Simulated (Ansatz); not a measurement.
# BaIrO3: the cost of one run

Computed with Ansatz 0.2.0 (DFT LDA+U (U = 4 eV, J = 0.7 eV on Ir d), plane waves, PAW, no spin–orbit coupling unless a run says so, unless a step's input says otherwise).

## (1) The system as given

It takes space group Pm-3m (No. 221, cubic). The conventional cell has a = 4.101 Å, b = 4.101 Å, c = 4.101 Å, α = 90.00°, β = 90.00°, γ = 90.00°. Around Ba (site symmetry m-3m) lie 12 O at 2.90 Å. Around Ir (site symmetry m-3m) lie 6 O at 2.05 Å. Around O (site symmetry 4/mmm) lie 2 Ir at 2.05 Å and 4 Ba at 2.90 Å.

As a file:

```cif
data_structure
_symmetry_space_group_name_H-M 'P 1'
_symmetry_Int_Tables_number 1
_cell_length_a 4.1009
_cell_length_b 4.1009
_cell_length_c 4.1009
_cell_angle_alpha 90.000
_cell_angle_beta 90.000
_cell_angle_gamma 90.000
_cell_volume 68.97
loop_
_atom_site_label
_atom_site_type_symbol
_atom_site_fract_x
_atom_site_fract_y
_atom_site_fract_z
_atom_site_occupancy
Ba1 Ba 0.00000 0.00000 0.00000 1
Ir1 Ir 0.50000 0.50000 0.50000 1
O1 O 0.00000 0.50000 0.50000 1
O2 O 0.50000 0.50000 0.00000 1
O3 O 0.50000 0.00000 0.50000 1
```

## (2) Ferromagnetic start, free, symmetry kept, no search

Input file input.yaml:

```yaml
crystal:
  lattice:
    - [4.10090204, 0.0, 0.0]
    - [0.0, 4.10090204, 0.0]
    - [0.0, 0.0, 4.10090204]
  atoms:
    - { symbol: Ba, position: [0.0, 0.0, 0.0] }
    - { symbol: Ir, position: [0.5, 0.5, 0.5], spin: 5.0 }
    - { symbol: O, position: [0.0, 0.5, 0.5] }
    - { symbol: O, position: [0.5, 0.5, 0.0] }
    - { symbol: O, position: [0.5, 0.0, 0.5] }
basis:
  ecutwfc: 420
  ecutrho_ratio: 4
kpoints:
  mp_grid: { grid: [5, 5, 5] }
hamiltonian:
  xc: lda
  hubbard: { sites: [{ site: 1, l: d, u: 4.0, j: 0.7 }] }
scf:
  occupations: { method: gaussian, width: 0.05 }
  lower_state_search: "off"
  max_iter: 150
output:
  forces: true
  stress: true
  eigenvalues: true
  populations: true
  hubbard: { sites: [{ site: 1, l: d }] }
magnetization:
  spin_polarized: true
```

Launch:

```bash
> ansatz run input.yaml --threads 4 --pin off --max-ram 6144MiB --backend cpu --events-out ev --progress --plain --runs-dir out
```

**Question.** How long does this run take on 4 threads of Arm Neoverse V1, shared host, and how much memory does it need?

About 7.9 s, with a peak of 0.44 GiB.
